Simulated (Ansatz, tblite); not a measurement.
# GeBrH3 (GeH3Br): removing and adding an electron

What does removing or adding an electron cost or gain for GeBrH3 (GeH3Br)? Each charged state is run at several levels.

The runs use Ansatz 0.2.0, Gaussian basis; as each input shows.

Levels to be run: charge +1 doublet, at the geometry of the singlet (PBE0-D4/def2-TZVP, PBE-D4/def2-TZVP, r2SCAN-D4/def2-TZVP, CCSD(T)/def2-TZVPP); charge -1 doublet, at the geometry of the singlet (PBE0-D4/def2-TZVPD, PBE-D4/def2-TZVPD, r2SCAN-D4/def2-TZVPD, CCSD(T)/def2-TZVPD); the starting singlet's energies come from earlier runs.

### Step 1. The structure

The singlet was relaxed beforehand with PBE-D4/def2-TZVP.

5 atoms, charge 0, spin multiplicity 1.

Atoms are counted from 1 here; the program's logs count them from 0.

Bond lengths: Ge1–Br2 2.329 Å, Ge1–H3 1.543 Å, Ge1–H4 1.543 Å, Ge1–H5 1.543 Å. Angles: Br2–Ge1–H3 107.2°, Br2–Ge1–H4 107.2°, Br2–Ge1–H5 107.2°, H3–Ge1–H4 111.7°, H3–Ge1–H5 111.7°, H4–Ge1–H5 111.7°.

### Step 2. Charge +1 doublet at the fixed geometry, PBE0-D4/def2-TZVP

File in.yaml:

```yaml
crystal:
  periodic: [false, false, false]
  atoms:
    - {symbol: Ge, position_ang: [-0.001165, 0.001831, -0.192280]}
    - {symbol: Br, position_ang: [0.012937, -0.020375, 2.136793]}
    - {symbol: H, position_ang: [1.469721, 0.011043, -0.657064]}
    - {symbol: H, position_ang: [-0.744884, 1.279933, -0.631537]}
    - {symbol: H, position_ang: [-0.736610, -1.272442, -0.655911]}
basis:
  gaussian: {orbitals: def2-TZVP}
total_charge: 1
magnetization: {spin_polarized: true, initial_magnetization: 1}
hamiltonian: {xc: pbe0, dispersion: d4}
output: {orbitals: {seedname: orbitals}}
```

Launch:

```
ansatz run in.yaml --threads 4 --pin off --events-out ev --progress --plain --max-ram 3916MiB
```

Output:

```text
Functional definition: PBE0
  name "PBE0"
  cite "Adamo & Barone, J. Chem. Phys. 110, 6158 (1999) doi:10.1063/1.478522"
  cite "Perdew, Burke & Ernzerhof, Phys. Rev. Lett. 77, 3865 (1996) doi:10.1103/PhysRevLett.77.3865"
  parent pbe
  parameter a = 0.25
  parameter kappa = 0.804
  parameter beta = 0.06672455060314922
  exchange = (1 - a)*pbe_x(kappa = kappa, mu = beta*pi^2/3) + a*exact_x
  correlation = pbe_c(beta = beta)
800 factors; integrals over basis functions are off by at most 1.1e-3 eV
mean field evaluation 1: about -126587.9383 eV, gradient 1.1e1 eV
mean field evaluation 2: about -126588.1290 eV, gradient 1.0e1 eV
mean field evaluation 4: about -126588.4324 eV, gradient 1.1e0 eV
mean field evaluation 8: about -126588.4762 eV, gradient 8.8e-2 eV
mean field evaluation 16: about -126588.4763 eV, gradient 4.1e-4 eV
mean field evaluation 32: about -126588.4763 eV, gradient 2.5e-5 eV
mean field -126588.47628074 eV, -4652.0406985662 hartree, gradient 2.4e-6 eV, S^2 0.755150; 2 other end points of the search recorded, 0 dependent functions left out
reference -126588.47630500 eV, -4652.0406994578 hartree; 35, 34 occupied and 79, 80 virtual orbitals, 800 factors
Total energy: -126588.53231641 eV, -4652.0427578392 hartree
```

Run time: 12 s. Hardware: 4 threads of Intel Xeon Platinum 8259CL at 2.50GHz, shared host.

Report: HOMO -15.02 eV, LUMO -12.90 eV (over both spins); ⟨S²⟩ 0.755 (pure: 0.75).

### Step 3. Charge +1 doublet at the fixed geometry, PBE-D4/def2-TZVP

start.molden holds the orbitals of an earlier run on this state, given as this run's starting guess.

in.yaml, as its differences from that of step 2:

```diff
@@ -9,6 +9,7 @@
 basis:
-  gaussian: {orbitals: def2-TZVP}
+  gaussian: {orbitals: def2-TZVP, initial_orbitals: start.molden}
 total_charge: 1
 magnetization: {spin_polarized: true, initial_magnetization: 1}
-hamiltonian: {xc: pbe0, dispersion: d4}
+hamiltonian: {xc: pbe, dispersion: d4}
+scf: {omitted_lower_state_checks: [starts]}
 output: {orbitals: {seedname: orbitals}}
```

Same command.

Output:

```text
Functional definition: PBE
  name "PBE"
  cite "Perdew, Burke & Ernzerhof, Phys. Rev. Lett. 77, 3865 (1996) doi:10.1103/PhysRevLett.77.3865"
  parent pbe
  parameter kappa = 0.804
  parameter beta = 0.06672455060314922
  exchange = pbe_x(kappa = kappa, mu = beta*pi^2/3)
  correlation = pbe_c(beta = beta)
these checks for a lower state are left out or cut short: starts
866 factors; their error is unknown
mean field evaluation 1: about -126584.5562 eV, gradient 8.1e0 eV
mean field evaluation 2: about -126584.6791 eV, gradient 2.5e-1 eV
mean field evaluation 4: about -126584.6485 eV, gradient 5.9e-2 eV
mean field evaluation 8: about -126584.6485 eV, gradient 1.0e-5 eV
mean field evaluation 16: about -126584.6485 eV, gradient 1.3e-5 eV
mean field -126584.64851090 eV, -4651.9000306190 hartree, gradient 5.3e-6 eV, S^2 0.752831; 0 other end points of the search recorded, 0 dependent functions left out
reference -126584.64854304 eV, -4651.9000318003 hartree; 35, 34 occupied and 79, 80 virtual orbitals, 866 factors
Total energy: -126584.71511388 eV, -4651.9024782336 hartree
Checks for a lower state left out: starts
```

Run time: 2.2 s. Hardware: 4 threads of Intel Xeon Platinum 8259CL at 2.50GHz, shared host.

Report: HOMO -13.67 eV, LUMO -13.67 eV (over both spins; with the spin held, an empty level of the minority spin lies below the top filled one); ⟨S²⟩ 0.753 (pure: 0.75).

### Step 4. Charge +1 doublet at the fixed geometry, r2SCAN-D4/def2-TZVP

in.yaml, as its differences from that of step 3:

```diff
@@ -12,3 +12,3 @@
 magnetization: {spin_polarized: true, initial_magnetization: 1}
-hamiltonian: {xc: pbe, dispersion: d4}
+hamiltonian: {xc: r2scan, dispersion: d4}
 scf: {omitted_lower_state_checks: [starts]}
```

Launched as before.

Output:

```text
Functional definition: r2SCAN
  name "r2SCAN"
  cite "Furness, Kaplan, Ning, Perdew & Sun, J. Phys. Chem. Lett. 11, 8208 (2020) doi:10.1021/acs.jpclett.0c02405"
  cite "Furness, Kaplan, Ning, Perdew & Sun, J. Phys. Chem. Lett. 11, 9248 (2020) doi:10.1021/acs.jpclett.0c03077"
  parent r2scan
  parameter k0 = 0.174
  parameter k1 = 0.065
  parameter a1 = 4.9479
  exchange = r2scan_x(k0 = k0, k1 = k1, a1 = a1)
  correlation = r2scan_c
these checks for a lower state are left out or cut short: starts
866 factors; their error is unknown
mean field evaluation 1: about -126603.0957 eV, gradient 5.9e0 eV
mean field evaluation 2: about -126603.1415 eV, gradient 1.1e-1 eV
mean field evaluation 4: about -126603.1090 eV, gradient 4.0e-3 eV
mean field evaluation 8: about -126603.1090 eV, gradient 2.3e-5 eV
mean field -126603.10904730 eV, -4652.5784428187 hartree, gradient 8.2e-6 eV, S^2 0.756061; 0 other end points of the search recorded, 0 dependent functions left out
reference -126603.10905868 eV, -4652.5784432370 hartree; 35, 34 occupied and 79, 80 virtual orbitals, 866 factors
Total energy: -126603.12284871 eV, -4652.5789500113 hartree
Checks for a lower state left out: starts
```

Run time: 4.5 s. Hardware: 4 threads of Intel Xeon Platinum 8259CL at 2.50GHz, shared host.

HOMO -14.03 eV, LUMO -13.63 eV (over both spins); ⟨S²⟩ 0.756 (pure: 0.75).

### Step 5. Charge +1 doublet at the fixed geometry, CCSD(T)/def2-TZVPP

in.yaml, as its differences from that of step 4:

```diff
@@ -9,7 +9,7 @@
 basis:
-  gaussian: {orbitals: def2-TZVP, initial_orbitals: start.molden}
+  gaussian: {orbitals: def2-TZVPP, initial_orbitals: start.molden}
 total_charge: 1
 magnetization: {spin_polarized: true, initial_magnetization: 1}
-hamiltonian: {xc: r2scan, dispersion: d4}
-scf: {omitted_lower_state_checks: [starts]}
+correlation: {method: ccsd_t}
+scf: {omitted_lower_state_checks: [starts, cluster_reference]}
 output: {orbitals: {seedname: orbitals}}
```

Same command.

Output (excerpt; [...] marks lines left out):

```text
Functional definition: HF
  name "HF"
  cite "Fock, Z. Phys. 61, 126 (1930) doi:10.1007/BF01340294"
  parent pbe
[...]
872 factors; integrals over basis functions are off by at most 7.9e-4 eV
[...]
mean field -126511.41484150 eV, -4649.2087429084 hartree, gradient 2.8e-10 eV, S^2 0.760436; 0 other end points of the search recorded, 0 dependent functions left out
18 core orbitals not correlated: weight in the atoms' cores, before any rotation towards them, 1.000 or more for the frozen orbitals, at most 0.000 for the correlated occupied ones
reference -126511.41484150 eV, -4649.2087429084 hartree; 17, 16 occupied and 103, 104 virtual orbitals, 872 factors
second order -13.62202240 eV of doubles, -0.00000000 eV of singles
cycle   1  -13.77961043 eV  change   -1.6e-1 eV  update   8.7e-2
[...]
cycle  11  -14.29811053 eV  change   -2.3e-5 eV  update   1.5e-5
perturbative correction -0.45317986 eV, -0.0166540528 hartree
Total energy: -126526.16613189 eV, -4649.7508428314 hartree
Checks for a lower state left out: starts, cluster_reference
```

Wall time 42 s (4 threads of Intel Xeon Platinum 8259CL at 2.50GHz, shared host); peak memory 1.9 GiB.

Report: Hartree-Fock HOMO -18.10 eV, LUMO -8.48 eV (over both spins); ⟨S²⟩ 0.760 (pure: 0.75); T1 0.016.

### Step 6. Vertical ionisation energy

Charged state less starting state, singlet to doublet; the starting state's energies are those of its earlier runs.

Differences are taken before rounding.

```
             method  vertical ionisation energy (eV)  from CCSD(T)/def2-TZVPP (eV)   time
      HF/def2-TZVPP                             9.79                         -0.89       
   PBE-D4/def2-TZVP                            10.39                         -0.29    3 s
r2SCAN-D4/def2-TZVP                            10.56                         -0.11  5.7 s
  PBE0-D4/def2-TZVP                            10.61                         -0.07   13 s
     MP2/def2-TZVPP                            10.81                         +0.13       
    CCSD/def2-TZVPP                            10.63                         -0.04       
 CCSD(T)/def2-TZVPP                            10.68                             0   51 s
```

Times add the two runs; a level without a time comes out of a correlated run.

Beside −ε(HOMO) of the starting state:

```
              level  −ε(HOMO) (eV)  by difference (eV)  mismatch (eV)
   PBE-D4/def2-TZVP           6.97               10.39          -3.41
r2SCAN-D4/def2-TZVP           7.31               10.56          -3.26
  PBE0-D4/def2-TZVP           8.25               10.61          -2.35
```

### Step 7. Charge -1 doublet at the fixed geometry, PBE0-D4/def2-TZVPD

in.yaml, as its differences from that of step 5:

```diff
@@ -9,7 +9,6 @@
 basis:
-  gaussian: {orbitals: def2-TZVPP, initial_orbitals: start.molden}
-total_charge: 1
+  gaussian: {orbitals: def2-TZVPD}
+total_charge: -1
 magnetization: {spin_polarized: true, initial_magnetization: 1}
-correlation: {method: ccsd_t}
-scf: {omitted_lower_state_checks: [starts, cluster_reference]}
+hamiltonian: {xc: pbe0, dispersion: d4}
 output: {orbitals: {seedname: orbitals}}
```

Launched as before.

Output (excerpt; [...] marks lines left out):

```text
Functional definition: PBE0
  name "PBE0"
  cite "Adamo & Barone, J. Chem. Phys. 110, 6158 (1999) doi:10.1063/1.478522"
  cite "Perdew, Burke & Ernzerhof, Phys. Rev. Lett. 77, 3865 (1996) doi:10.1103/PhysRevLett.77.3865"
  parent pbe
[...]
1051 factors; their error is unknown
[...]
mean field -126598.56067734 eV, -4652.4112933059 hartree, gradient 2.0e-5 eV, S^2 0.751743; 5 other end points of the search recorded, 0 dependent functions left out
reference -126598.56071701 eV, -4652.4112947636 hartree; 36, 35 occupied and 102, 103 virtual orbitals, 1051 factors
Total energy: -126598.64434701 eV, -4652.4143681095 hartree
```

It took 4.6 s on 4 threads of Intel Xeon Platinum 8259CL at 2.50GHz, shared host.

From the report: HOMO 1.89 eV, LUMO 3.31 eV (over both spins); ⟨S²⟩ 0.752 (pure: 0.75). Doubts: highest occupied level lies above zero.

### Step 8. Charge -1 doublet at the fixed geometry, PBE-D4/def2-TZVPD

in.yaml, as its differences from that of step 7:

```diff
@@ -9,6 +9,7 @@
 basis:
-  gaussian: {orbitals: def2-TZVPD}
+  gaussian: {orbitals: def2-TZVPD, initial_orbitals: start.molden}
 total_charge: -1
 magnetization: {spin_polarized: true, initial_magnetization: 1}
-hamiltonian: {xc: pbe0, dispersion: d4}
+hamiltonian: {xc: pbe, dispersion: d4}
+scf: {omitted_lower_state_checks: [starts]}
 output: {orbitals: {seedname: orbitals}}
```

The command is unchanged.

Output:

```text
Functional definition: PBE
  name "PBE"
  cite "Perdew, Burke & Ernzerhof, Phys. Rev. Lett. 77, 3865 (1996) doi:10.1103/PhysRevLett.77.3865"
  parent pbe
  parameter kappa = 0.804
  parameter beta = 0.06672455060314922
  exchange = pbe_x(kappa = kappa, mu = beta*pi^2/3)
  correlation = pbe_c(beta = beta)
these checks for a lower state are left out or cut short: starts
946 factors; their error is unknown
mean field evaluation 1: about -126594.5741 eV, gradient 8.1e0 eV
mean field evaluation 2: about -126594.6623 eV, gradient 1.3e-1 eV
mean field evaluation 4: about -126594.6546 eV, gradient 5.2e-3 eV
mean field -126594.65464154 eV, -4652.2677491379 hartree, gradient 2.2e-5 eV, S^2 0.750737; 0 other end points of the search recorded, 0 dependent functions left out
reference -126594.65469266 eV, -4652.2677510164 hartree; 36, 35 occupied and 102, 103 virtual orbitals, 946 factors
Total energy: -126594.75400500 eV, -4652.2714006777 hartree
Checks for a lower state left out: starts
```

It took 1.6 s on 4 threads of Intel Xeon Platinum 8259CL at 2.50GHz, shared host.

Report: HOMO 2.24 eV, LUMO 2.81 eV (over both spins); ⟨S²⟩ 0.751 (pure: 0.75). Doubts: highest occupied level lies above zero.

### Step 9. Charge -1 doublet at the fixed geometry, r2SCAN-D4/def2-TZVPD

in.yaml, as its differences from that of step 8:

```diff
@@ -12,3 +12,3 @@
 magnetization: {spin_polarized: true, initial_magnetization: 1}
-hamiltonian: {xc: pbe, dispersion: d4}
+hamiltonian: {xc: r2scan, dispersion: d4}
 scf: {omitted_lower_state_checks: [starts]}
```

The command is unchanged.

Output:

```text
Functional definition: r2SCAN
  name "r2SCAN"
  cite "Furness, Kaplan, Ning, Perdew & Sun, J. Phys. Chem. Lett. 11, 8208 (2020) doi:10.1021/acs.jpclett.0c02405"
  cite "Furness, Kaplan, Ning, Perdew & Sun, J. Phys. Chem. Lett. 11, 9248 (2020) doi:10.1021/acs.jpclett.0c03077"
  parent r2scan
  parameter k0 = 0.174
  parameter k1 = 0.065
  parameter a1 = 4.9479
  exchange = r2scan_x(k0 = k0, k1 = k1, a1 = a1)
  correlation = r2scan_c
these checks for a lower state are left out or cut short: starts
946 factors; their error is unknown
mean field evaluation 1: about -126613.1766 eV, gradient 5.9e0 eV
mean field evaluation 2: about -126613.2155 eV, gradient 6.6e-2 eV
mean field evaluation 4: about -126613.2075 eV, gradient 1.4e-3 eV
mean field -126613.20748150 eV, -4652.9495534305 hartree, gradient 2.3e-5 eV, S^2 0.753401; 0 other end points of the search recorded, 0 dependent functions left out
reference -126613.20751535 eV, -4652.9495546746 hartree; 36, 35 occupied and 102, 103 virtual orbitals, 946 factors
Total energy: -126613.22906147 eV, -4652.9503464801 hartree
Checks for a lower state left out: starts
```

Run time: 3.5 s. Hardware: 4 threads of Intel Xeon Platinum 8259CL at 2.50GHz, shared host.

Report: HOMO 2.23 eV, LUMO 3.12 eV (over both spins); ⟨S²⟩ 0.753 (pure: 0.75). Doubts: highest occupied level lies above zero.

### Step 10. Charge -1 doublet at the fixed geometry, CCSD(T)/def2-TZVPD

in.yaml, as its differences from that of step 9:

```diff
@@ -12,4 +12,4 @@
 magnetization: {spin_polarized: true, initial_magnetization: 1}
-hamiltonian: {xc: r2scan, dispersion: d4}
-scf: {omitted_lower_state_checks: [starts]}
+correlation: {method: ccsd_t}
+scf: {omitted_lower_state_checks: [starts, cluster_reference]}
 output: {orbitals: {seedname: orbitals}}
```

The command is unchanged.

Output (excerpt; [...] marks lines left out):

```text
Functional definition: HF
  name "HF"
  cite "Fock, Z. Phys. 61, 126 (1930) doi:10.1007/BF01340294"
  parent pbe
[...]
945 factors; integrals over basis functions are off by at most 7.8e-4 eV
[...]
mean field -126519.74800956 eV, -4649.5149811860 hartree, gradient 7.8e-6 eV, S^2 0.757392; 0 other end points of the search recorded, 0 dependent functions left out
18 core orbitals not correlated: weight in the atoms' cores, before any rotation towards them, 1.000 or more for the frozen orbitals, at most 0.000 for the correlated occupied ones
reference -126519.74800956 eV, -4649.5149811860 hartree; 18, 17 occupied and 102, 103 virtual orbitals, 945 factors
second order -15.14692446 eV of doubles, -0.00000000 eV of singles
cycle   1  -15.10294769 eV  change    4.4e-2 eV  update   1.0e-1
[...]
cycle  12  -15.63331688 eV  change    4.3e-5 eV  update   2.1e-5
perturbative correction -0.56175402 eV, -0.0206440795 hartree
Total energy: -126535.94308046 eV, -4650.1101390642 hartree
Checks for a lower state left out: starts, cluster_reference
```

It took 45 s on 4 threads of Intel Xeon Platinum 8259CL at 2.50GHz, shared host; peak memory 2 GiB.

Hartree-Fock HOMO 1.24 eV, LUMO 4.41 eV (over both spins); ⟨S²⟩ 0.757 (pure: 0.75); T1 0.019. Doubts: highest occupied level lies above zero.

### Step 11. Vertical electron affinity

Starting state less charged state (positive: the electron is bound), singlet to doublet; the starting state's energies are those of its earlier runs.

Differences are taken before rounding.

```
              method  vertical electron affinity (eV)  from CCSD(T)/def2-TZVPD (eV)   time
       HF/def2-TZVPD                            -1.47                         -0.68       
   PBE-D4/def2-TZVPD                            -0.38                         +0.42  2.6 s
r2SCAN-D4/def2-TZVPD                            -0.48                         +0.31  5.1 s
  PBE0-D4/def2-TZVPD                            -0.52                         +0.27  5.8 s
      MP2/def2-TZVPD                            -0.82                         -0.02       
     CCSD/def2-TZVPD                            -0.86                         -0.07       
  CCSD(T)/def2-TZVPD                            -0.79                             0   54 s
```

Times add the two runs; a level without a time comes out of a correlated run.

Beside −ε(LUMO) of the starting state:

```
               level  −ε(LUMO) (eV)  by difference (eV)  mismatch (eV)
   PBE-D4/def2-TZVPD           1.77               -0.38          +2.15
r2SCAN-D4/def2-TZVPD           1.42               -0.48          +1.91
  PBE0-D4/def2-TZVPD           0.93               -0.52          +1.46
```

### Step 12. What came out

| quantity | value |
| --- | --- |
| vertical ionisation energy, functionals in def2-TZVP | 10.39 (PBE-D4) to 10.61 eV (PBE0-D4) |
| vertical ionisation energy, CCSD(T)/def2-TZVPP | 10.68 eV |
| vertical electron affinity, functionals in def2-TZVPD | -0.52 (PBE0-D4) to -0.38 eV (PBE-D4) |
| vertical electron affinity, CCSD(T)/def2-TZVPD | -0.79 eV |

**Reading.** The vertical ionisation energy spans 10.39 to 10.61 eV over the functionals, beside 10.68 eV from CCSD(T)/def2-TZVPP. −ε(HOMO) misses the level's own difference by -2.35 eV at best (PBE0-D4) and -3.41 eV at worst (PBE-D4). CCSD(T)/def2-TZVPP isn't at the basis-set limit; small misses against it rank nothing. The vertical electron affinity spans -0.52 to -0.38 eV over the functionals, beside -0.79 eV from CCSD(T)/def2-TZVPD. A negative affinity means an unbound electron, held by the basis alone. −ε(LUMO) misses the level's own difference by +1.46 eV at best (PBE0-D4) and +2.15 eV at worst (PBE-D4).
